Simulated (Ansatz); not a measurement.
## Ta2C and its elements: a formation energy from the elements, step by step

Program: the Ansatz DFT code, driven from Python.

Typed at the interpreter:
```pycon
>>> from collections import Counter
>>> import warnings
>>> import ansatz as az
>>> import numpy as np
>>> PHASES = {
...     "Ta2C": (
...         [[3.1059, 0.0, 0.0], [-1.55295, 2.6897883, 0.0], [0.0, 0.0, 4.9464]],
...         [
...             ("Ta", [1 / 3, 2 / 3, 0.25201]),
...             ("Ta", [2 / 3, 1 / 3, 0.74799]),
...             ("C", [0.0, 0.0, 0.0]),
...         ],
...     ),
...     "Ta": (
...         [[-1.65128, 1.65128, 1.65128], [1.65128, -1.65128, 1.65128], [1.65128, 1.65128, -1.65128]],
...         [
...             ("Ta", [0.0, 0.0, 0.0]),
...         ],
...     ),
...     "C": (
...         [[1.22802871, 0.70900271, 3.34701145], [-1.22802871, 0.70900271, 3.34701145], [0.0, -1.41800541, 3.34701145]],
...         [
...             ("C", [0.836, 0.836, 0.836]),
...             ("C", [0.164, 0.164, 0.164]),
...         ],
...     ),
... }
>>> def build(vectors, sites):
...     crystal = az.Crystal(lattice=az.Lattice.of(vectors))
...     for symbol, position in sites:
...         crystal = crystal.atom(symbol, position)
...     return crystal
...
>>> def solve(name, crystal):
...     calc = (
...         crystal.calculation()
...         .functional("lda")
...         .basis(420)  # a bare number is in eV
...         .kpoints(spacing=0.16)  # the mesh must be finer for metals
...         .occupations("cold", width=0.1)  # the run then minimises F = E - TS
...         .stress()
...     )
...     calc = calc.relax(force_tolerance=0.02, max_steps=60, cell=True)
...     return calc.run(threads=1)
...
>>> def counts(outcome):
...     return Counter(site.symbol for site in outcome.lattice.sites)
...
>>> def formation_energy(outcome, mu):
...     n = counts(outcome)
...     return (outcome.report["energy_sigma0_ev"] - sum(k * mu[element] for element, k in n.items())) / sum(n.values())
...
>>> def volume_per_atom(outcome):
...     return abs(np.linalg.det(outcome.lattice.cell_ang)) / len(outcome.lattice.sites)
...
>>> warnings.simplefilter("ignore", az.DeckWarning)
>>> phases = {name: build(*cell) for name, cell in PHASES.items()}
>>> done = {}
>>> for name, crystal in phases.items():
...     done[name] = solve(name, crystal)
...     print(f"{name}: {done[name].report['energy_sigma0_ev']:.4f} eV, {len(done[name].lattice.sites)} atoms")
...
Ta2C: -19610.1591 eV, 3 atoms
Ta: -9682.6113 eV, 1 atoms
C: -485.9668 eV, 2 atoms
>>> # chemical potentials of the elements at zero temperature
>>> references = {"Ta": "Ta", "C": "C"}
>>> mu = {element: done[name].report["energy_sigma0_ev"] / len(done[name].lattice.sites) for element, name in references.items()}
>>> target = done["Ta2C"]
>>> heat = formation_energy(target, mu)
>>> for element, value in mu.items():
...     print(f"mu({element}) = {value:.4f} eV from {references[element]}, {volume_per_atom(done[references[element]]):.2f} A^3/atom")
...
mu(Ta) = -9682.6113 eV from Ta, 17.24 A^3/atom
mu(C) = -242.9834 eV from C, 8.62 A^3/atom
>>> print(f"formation energy of Ta2C: {heat:.4f} eV/atom = {96.4853 * heat:.1f} kJ/mol of atoms")
formation energy of Ta2C: -0.6510 eV/atom = -62.8 kJ/mol of atoms
```

The formation energy is -0.651 eV an atom (-62.8 kJ per mole of atoms), so Ta2C lies below the reference phases. Other compounds of these elements, not run here, can lie lower still.

Caveats:
- Absolute energies stand on the zero of these potentials, so only differences at equal settings mean something.
- No spin polarisation was allowed.
- Spin-orbit coupling, which matters for elements this heavy, is left out.
- The cells come from databases of deposited and of computed structures, and not all need be stable phases.
- The compound is the structure given, not necessarily its lowest; energies are at zero temperature, with no correction for gases. A semilocal functional's error on such energies is often 0.05 to 0.1 eV an atom, and 0.1 to 0.3 eV against gases such as O2 or F2.
- Timing: 120 s on 1 thread of Arm Neoverse V1 (shared host), peak memory 0.49 GiB.
